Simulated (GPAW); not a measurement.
## As2S in GPAW: the effect of strain hydrostatic

As2S:

```
As S
1.0
    -3.36622    3.36622    2.38648
     3.36622   -3.36622    2.38648
     3.36622    3.36622   -2.38648
As S
4 2
Direct
  0.87500 0.12500 0.25000
  0.87500 0.62500 0.75000
  0.37500 0.12500 0.25000
  0.87500 0.12500 0.75000
  0.25000 0.75000 0.50000
  0.50000 0.50000 0.00000
```

The cell comes from a database or a generator and needn't be the stable form of this composition.

Alike in all runs:

| Property | Result |
| --- | --- |
| Program | GPAW 26.7.0 |
| Task | band structure |
| Functional | PBEsol |
| Potentials or basis | PAW data sets generated in the run's folder for this functional |
| Cutoff | 600 eV |
| Basis | pw |
| k mesh | 5 × 5 × 5 |
| Occupations | fermi-dirac, width 0.05 eV |
| Spin | no spin polarisation |
| Maxiter | 150 |
| Band path | GXMGZPNZ1M,XP |
| Band points | 80 |

```csv
strain hydrostatic,pressure (GPa)
-0.04,8.8
-0.02,2.0
-0.01,-0.7
0,-3.1
0.01,?
0.02,-7.0
0.04,-9.8
```

**Question.** What does the run with strain hydrostatic 0.01 give?

**Answer.** Pressure -5.2 GPa.

Worked out: A parabola through the other rows of the pressure, of slope -198 GPa per unit of strain hydrostatic there, gives -5.3 GPa, against the run's -5.2.

Caveats: the density grid can change from cell to cell, which puts small steps into energies and stress.
